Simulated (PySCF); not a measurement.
# H4O5Os (Os(O)3(H2O)2): the cost of one run

Method: r2SCAN, Os def2-SVP with ECP60, O def2-SVP, H def2-SVP; scalar-relativistic core potentials, no spin–orbit coupling; program: PySCF 2.14.0.

5 further runs of the same task are left out: 2 for a known fault of the program, 2 that didn't finish, 1 set aside as unsound or not needed.

### 1 Starting geometry

10 atoms, charge 0, spin multiplicity 3.

Bond lengths: Os1–O2 1.724 Å, Os1–O3 1.724 Å, Os1–O4 1.765 Å, O5–H6 0.972 Å, O5–H7 0.970 Å, O8–H9 0.970 Å, O8–H10 0.972 Å. Angles: O2–Os1–O3 130.6°, O2–Os1–O4 114.7°, O3–Os1–O4 114.7°, H6–O5–H7 104.6°, H9–O8–H10 104.6°.

As a file:

```xyz
10

Os   -0.1391    0.0000    0.0000
O    -0.8594   -0.4581    1.4980
O    -0.8594    0.4581   -1.4980
O     1.6256    0.0000    0.0000
O     0.3933    2.5161    0.1823
H     1.3462    2.3403    0.1097
H     0.1413    2.8589   -0.6889
O     0.3933   -2.5161   -0.1823
H     0.1413   -2.8589    0.6889
H     1.3462   -2.3403   -0.1097
```

Formal oxidation states: Os +6. An earlier session relaxed this geometry at r2SCAN, Os def2-SVP with ECP60, O def2-SVP, H def2-SVP (triplet, point group C2).

Its energy there is -468.786953 Eh.

### 2 Multiplicity 1 at the relaxed geometry

File run.py (the lines that set the calculation):

```python
mol = gto.M(atom='''
Os    -0.13911     0.00000     0.00000
O     -0.85938    -0.45808     1.49803
O     -0.85938     0.45808    -1.49803
O      1.62562     0.00000     0.00000
O      0.39326     2.51608     0.18234
H      1.34624     2.34035     0.10970
H      0.14126     2.85888    -0.68892
O      0.39326    -2.51608    -0.18234
H      0.14126    -2.85888     0.68892
H      1.34624    -2.34035    -0.10970''',
    basis={'Os': 'def2-SVP', 'O': 'def2-SVP', 'H': 'def2-SVP'},
    ecp={'Os': 'def2-SVP'},
    charge=0, spin=0)
mf = dft.RKS(mol, xc='R2SCAN')
mf.grids.atom_grid = (50, 194)
mf = mf.density_fit()  # fitting sets: Os def2-universal-JKFIT, O def2-universal-JKFIT, H def2-universal-JKFIT
mf.conv_tol = 1e-08; mf.max_cycle = 55
mf.kernel(dm0)  # dm0: free metal ions and neutral atoms
```

Run with:

```sh
OMP_NUM_THREADS=4 python run.py
```

**Question.** How long does this run take on 4 threads of Arm Neoverse V2, shared host?

About 4.9 s.
